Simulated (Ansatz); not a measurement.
# C3H12AlP: how energies converge with the basis set

How large a basis does C3H12AlP need? Two functionals are run in growing sets.

Method: one geometry, several basis sets; program: Ansatz 0.2.0, Gaussian basis.

Plan: PBE0-D4/def2-SVP; ωB97M-V/def2-SVP; PBE0-D4/def2-QZVPP; ωB97M-V/def2-QZVPP; the functionals' def2-TZVPP values are taken from earlier runs.

### Step 1. The geometry

All runs share one geometry, relaxed beforehand with PBE0-D4 in a triple-zeta def2 set.

SMILES `[CH3][Al-]([CH3])([CH3])[PH3+]`, 17 atoms, charge 0, spin multiplicity 1.

Atoms are counted from 1 here; the program's logs count them from 0.

Bond lengths: C1–Al2 1.975 Å, C1–H6 1.097 Å, C1–H7 1.095 Å, C1–H8 1.095 Å, Al2–C3 1.975 Å, Al2–C4 1.975 Å, Al2–P5 2.609 Å, C3–H9 1.095 Å, C3–H10 1.095 Å, C3–H11 1.097 Å, C4–H12 1.095 Å, C4–H13 1.097 Å, C4–H14 1.095 Å, P5–H15 1.411 Å, P5–H16 1.411 Å, P5–H17 1.411 Å. Angles: Al2–C1–H6 109.9°, Al2–C1–H7 112.9°, Al2–C1–H8 112.9°, H6–C1–H7 106.5°, H6–C1–H8 106.5°, H7–C1–H8 107.7°, C1–Al2–C3 118.2°, C1–Al2–C4 118.2°, C1–Al2–P5 97.8°, C3–Al2–C4 118.2°, C3–Al2–P5 97.7°, C4–Al2–P5 97.8°, Al2–C3–H9 112.9°, Al2–C3–H10 112.9°, Al2–C3–H11 109.9°, H9–C3–H10 107.7°, H9–C3–H11 106.5°, H10–C3–H11 106.5° and more.

### Step 2. PBE0-D4 in def2-SVP

File in.yaml:

```yaml
crystal:
  periodic: [false, false, false]
  atoms:
    - {symbol: C, position_ang: [-0.480019, 1.000492, -1.787477]}
    - {symbol: Al, position_ang: [0.342063, -0.092349, -0.362077]}
    - {symbol: C, position_ang: [1.923287, 0.632000, 0.574449]}
    - {symbol: C, position_ang: [0.124355, -2.053783, -0.446495]}
    - {symbol: P, position_ang: [-1.418453, 0.379304, 1.505150]}
    - {symbol: H, position_ang: [0.125778, 0.942210, -2.699663]}
    - {symbol: H, position_ang: [-0.547229, 2.061666, -1.526324]}
    - {symbol: H, position_ang: [-1.484783, 0.660899, -2.059368]}
    - {symbol: H, position_ang: [1.828710, 1.697178, 0.809557]}
    - {symbol: H, position_ang: [2.145387, 0.104168, 1.507656]}
    - {symbol: H, position_ang: [2.812286, 0.530943, -0.059532]}
    - {symbol: H, position_ang: [0.365812, -2.550756, 0.498768]}
    - {symbol: H, position_ang: [0.801386, -2.472991, -1.200393]}
    - {symbol: H, position_ang: [-0.887323, -2.358779, -0.733350]}
    - {symbol: H, position_ang: [-2.525008, 1.211196, 1.230221]}
    - {symbol: H, position_ang: [-2.131875, -0.692591, 2.083225]}
    - {symbol: H, position_ang: [-1.013475, 1.000895, 2.705853]}
basis:
  gaussian: {orbitals: def2-SVP}
hamiltonian: {xc: pbe0, dispersion: d4}
output: {orbitals: {seedname: orbitals}}
```

On the command line:

```bash
$ ansatz run in.yaml --threads 4 --pin off --events-out ev --progress --plain --max-ram 11315MiB
```

The runs that follow: ωB97M-V in def2-SVP; PBE0-D4 in def2-QZVPP; ωB97M-V in def2-QZVPP.

**Question.** What will the summary of the whole plan be? Wanted: PBE0-D4: double and triple zeta above quadruple; ωB97M-V: double and triple zeta above quadruple.

The runs gave:

| quantity | value |
| --- | --- |
| PBE0-D4: double and triple zeta above quadruple | 9.92, 0.71 eV |
| ωB97M-V: double and triple zeta above quadruple | 10.18, 0.68 eV |

What this shows: For PBE0-D4 the step from double to triple zeta gains 9.21 eV and the next only 0.71 eV. These are total energies; as a rule much of such shifts cancels in differences, which this series doesn't test. The LUMO of ωB97M-V is positive and keeps falling with the basis (2.10 to 1.10 eV): an unbound level that the basis holds in place.
